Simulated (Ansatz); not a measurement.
Input of an Ansatz 0.2.0 run:

input.yaml

```yaml
crystal:
  lattice:
    - [4.99, 0.0, 0.0]
    - [0.0, 3.72, 0.0]
    - [0.0, 0.0, 7.03]
  atoms:
    - { symbol: Ni, position: [0.325, 0.75, 0.937], spin: 1.0 }
    - { symbol: Ni, position: [0.675, 0.25, 0.063], spin: -1.0 }
    - { symbol: Ni, position: [0.175, 0.25, 0.437], spin: 1.0 }
    - { symbol: Ni, position: [0.825, 0.75, 0.563], spin: -1.0 }
    - { symbol: Ni, position: [0.458, 0.75, 0.297], spin: 1.0 }
    - { symbol: Ni, position: [0.542, 0.25, 0.703], spin: -1.0 }
    - { symbol: Ni, position: [0.042, 0.25, 0.797], spin: 1.0 }
    - { symbol: Ni, position: [0.958, 0.75, 0.203], spin: -1.0 }
    - { symbol: Si, position: [0.786, 0.75, 0.886] }
    - { symbol: Si, position: [0.214, 0.25, 0.114] }
    - { symbol: Si, position: [0.714, 0.25, 0.386] }
    - { symbol: Si, position: [0.286, 0.75, 0.614] }
hamiltonian:
  xc: pbe
  pseudopotentials: { kind: paw }
  hubbard: { sites: [{ species: Ni, l: d, u_eff: 5.0 }] }
magnetization:
  spin_polarized: true
kpoints:
  mp_grid: { grid: [4, 6, 3] }
scf:
  occupations: { method: fermi_dirac, width: 0.05 }
output:
  forces: true
  stress: true
  eigenvalues: true
```

Potentials or basis: Ansatz PAW.

Command:

```bash
$ ansatz run input.yaml --threads 4 --pin off --max-ram 11264MiB --backend cpu --events-out ev --progress --plain --runs-dir out
```

**Question.** Estimate the absolute moment.

**Answer.** 0.00 μB per cell.

**Question.** Estimate the pressure.

**Answer.** 1.5 GPa.

**Question.** What does it give for the band gap on the k mesh?

**Answer.** None (metal or under the smearing width).

**Question.** Estimate the largest force.

**Answer.** 0.326 eV/Å.

Stress tensor (GPa, compression positive):
```
0.78 0.00 0.00
0.00 1.22 0.00
0.00 0.00 2.44
```

Caveat: the magnetic or orbital state may not be the lowest; the U is typed as a test and isn't derived for this compound; the starting moments weren't kept. The state reached can hang on the start; a lower one may exist.
